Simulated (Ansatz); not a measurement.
# BClF2 (chlorodifluoroborane) at 6 levels

We compute a comparison of 6 runs (B2PLYP/STO-3G, CAM-B3LYP/STO-3G, HSE06/STO-3G, SVWN5/STO-3G, UPBE/STO-3G, FCI/STO-3G) of BClF2 (chlorodifluoroborane). 

Program for the calculation: Ansatz 0.2.0.

66 further runs of the same task are left out: 7 that didn't finish, 59 set aside as unsound or not needed.

### Step 1. The structure to begin with

The species is BClF2 (4 atoms), meant as a singlet with charge 0. As SMILES, `FB(F)Cl`. The B2–F1 distance was set to 2.621 Å, away from the relaxed value. At this shape a bond of the SMILES string is far longer than usual.

Bond lengths: B2–F3 1.310 Å, B2–Cl4 1.740 Å. Angles: F3–B2–Cl4 120.5°.

### Step 2. The energy at B2PLYP/STO-3G (run 1)

File molecule.yaml:

```yaml
basis:
  gaussian: {orbitals: STO-3G}
crystal:
  periodic: [false, false, false]
  atoms:
    - symbol: F
      position_ang: [-0.280300, -2.467300, -1.030600]
    - symbol: B
      position_ang: [-0.067100, -0.041300, -0.062000]
    - symbol: F
      position_ang: [-1.011600, 0.830100, -0.317700]
    - symbol: Cl
      position_ang: [1.307900, 0.405300, 0.905700]
hamiltonian: {xc: {name: B2PLYP}}
correlation: {frozen_orbitals: {B: 1, Cl: 5, F: 1}}
accuracy: high
```

Command:

```sh
$ ansatz run molecule.yaml --threads 1 --pin off --max-ram 2610MiB --events-out events.jsonl --progress --plain --runs-dir runs
```

Output:

```text
Warning: RAYON_NUM_THREADS=1 ignored (pool sized by the plan → 1); use --threads N
Functional definition: B2PLYP
  name "B2PLYP"
  parameter a = 0.53
  parameter c = 0.27
  exchange = (1 - a)*b88_x + a*exact_x
  correlation = (1 - c)*lyp_c + c*(mp2_os + mp2_ss)
416 factors; integrals over basis functions are off by at most 3.3e-8 eV
mean field evaluation 1: about -18382.2763 eV, gradient 2.8e1 eV
mean field evaluation 2: about -18382.2768 eV, gradient 2.8e1 eV
mean field evaluation 4: about -18384.0463 eV, gradient 1.7e1 eV
mean field evaluation 8: about -18389.0768 eV, gradient 1.9e1 eV
mean field evaluation 16: about -18392.2869 eV, gradient 2.6e-4 eV
mean field evaluation 32: about -18248.4535 eV, gradient 6.2e1 eV
mean field -18392.28687809 eV, -675.9040760299 hartree, gradient 1.1e-8 eV, S^2 0.000000; 0 other end points of the search recorded, 0 dependent functions left out; unrestricted orbitals would lower it
8 core orbitals not correlated: weight in the atoms' cores, before any rotation towards them, 1.000 or more for the frozen orbitals, at most 0.000 for the correlated occupied ones
reference -18392.28689269 eV, -675.9040765667 hartree; 12, 12 occupied and 4, 4 virtual orbitals, 416 factors
second order -7.54754160 eV of doubles, -0.00000000 eV of singles
Total energy: -18394.32472893 eV, -675.9789656670 hartree
```

It took 2.2 s on 1 thread of Arm Neoverse V1, shared host; peak memory 0.1 GiB.

### Step 3. The energy at CAM-B3LYP/STO-3G (run 2)

File in.yaml:

```yaml
crystal:
  periodic: [false, false, false]
  atoms:
    - {symbol: F, position_ang: [-0.280300, -2.467300, -1.030600]}
    - {symbol: B, position_ang: [-0.067100, -0.041300, -0.062000]}
    - {symbol: F, position_ang: [-1.011600, 0.830100, -0.317700]}
    - {symbol: Cl, position_ang: [1.307900, 0.405300, 0.905700]}
basis:
  gaussian: {orbitals: STO-3G}
accuracy: high
hamiltonian: {xc: {name: CAM-B3LYP}}
```

Command:

```sh
$ ansatz run in.yaml --threads 1 --pin off --max-ram 2610MiB --events-out events.jsonl --progress --plain --runs-dir runs
```

Output:

```text
Warning: RAYON_NUM_THREADS=1 ignored (pool sized by the plan → 1); use --threads N
Functional definition: CAM-B3LYP
  name "CAM-B3LYP"
  parameter alpha = 0.19
  parameter beta = 0.46
  parameter omega = 0.33/bohr
  parameter ac = 0.81
  exchange = (1 - alpha - beta)*b88_x + beta*b88_x_sr(omega) + alpha*exact_x + beta*exact_x_lr(omega)
  correlation = (1 - ac)*vwn5_c + ac*lyp_c
416 factors; integrals over basis functions are off by at most 3.3e-8 eV
174 factors; integrals over basis functions are off by at most 7.6e-10 eV
mean field evaluation 1: about -18391.6681 eV, gradient 2.9e1 eV
mean field evaluation 2: about -18048.4317 eV, gradient 7.8e1 eV
mean field evaluation 4: about -18396.3805 eV, gradient 2.3e1 eV
mean field evaluation 8: about -18396.3547 eV, gradient 2.3e1 eV
mean field evaluation 16: about -18402.1886 eV, gradient 1.0e-6 eV
mean field -18402.18860624 eV, -676.2679578277 hartree, gradient 8.6e-9 eV, S^2 0.000000; 0 other end points of the search recorded, 0 dependent functions left out
reference -18402.18861727 eV, -676.2679582333 hartree; 20, 20 occupied and 4, 4 virtual orbitals, 416 factors
Total energy: -18402.18861727 eV, -676.2679582333 hartree
```

It took 1.7 s on 1 thread of Arm Neoverse V1, shared host; peak memory 0.099 GiB.

Runs 3 to 5 aren't shown in full; the table further down has their settings and results.

### Step 4. The energy at FCI/STO-3G (run 6)

File run.yaml:

```yaml
basis:
  gaussian:
    orbitals: STO-3G
crystal:
  periodic: [false, false, false]
  atoms:
    - {symbol: F, position_ang: [-0.280300, -2.467300, -1.030600]}
    - {symbol: B, position_ang: [-0.067100, -0.041300, -0.062000]}
    - {symbol: F, position_ang: [-1.011600, 0.830100, -0.317700]}
    - {symbol: Cl, position_ang: [1.307900, 0.405300, 0.905700]}
accuracy: high
correlation:
  method: fci
  frozen_orbitals: {B: 1, Cl: 5, F: 1}
```

Command:

```sh
$ ansatz run run.yaml --threads 1 --pin off --max-ram 2610MiB --events-out events.jsonl --progress --plain --runs-dir runs
```

Output, cut to the lines that bear on the results:

```text
Warning: RAYON_NUM_THREADS=1 ignored (pool sized by the plan → 1); use --threads N
Functional definition: HF
  name "HF"
[...]
416 factors; integrals over basis functions are off by at most 3.3e-8 eV
[...]
mean field -18362.77292432 eV, -674.8194582341 hartree, gradient 9.0e-9 eV, S^2 0.000000; 2 other end points of the search recorded, 0 dependent functions left out; unrestricted orbitals would lower it
unrestricted determinant -18367.71026952 eV, -675.0009023238 hartree, S^2 0.9726
8 core orbitals not correlated: weight in the atoms' cores, before any rotation towards them, 1.000 or more for the frozen orbitals, at most 0.000 for the correlated occupied ones
reference -18362.77292432 eV, -674.8194582341 hartree; 12, 12 occupied and 4, 4 virtual orbitals, 416 factors
state -18369.97481248 eV, -675.0841227424 hartree
Total energy: -18369.97481248 eV, -675.0841227424 hartree
```

It took 22 s on 1 thread of Arm Neoverse V1, shared host; peak memory 0.31 GiB.

### Step 5. The series

```csv
run,level,frozen core orbitals,energy (Eh),wall time
1,B2PLYP/STO-3G,8,-675.978966,2.2 s
2,CAM-B3LYP/STO-3G,–,-676.267958,1.7 s
3,HSE06/STO-3G,–,-676.046044,1.6 s
4,SVWN5/STO-3G,–,-673.299220,0.99 s
5,UPBE/STO-3G,–,-675.988969,11 s
6,FCI/STO-3G,8,-675.084123,22 s
```

### Step 6. Summary of results

| quantity | value |
| --- | --- |
| run 6: total energy | -675.08412 Eh |
| run 6: correlation energy (8 core orbitals frozen) | -264.7 mEh |

**Reading.** Totals of different functionals can't be ranked against each other. In run 1 the log says that unrestricted orbitals would lower the reference, so the values rest on an unstable closed-shell determinant (other closed-shell runs at this shape may share the fault). In runs 1, 2, 3, 4, 5, 6 the basis is minimal, so the values are rough. Spin contamination of the reference: run 5 ⟨S²⟩ = 0.57. All runs together took 40 s, the longest 22 s.
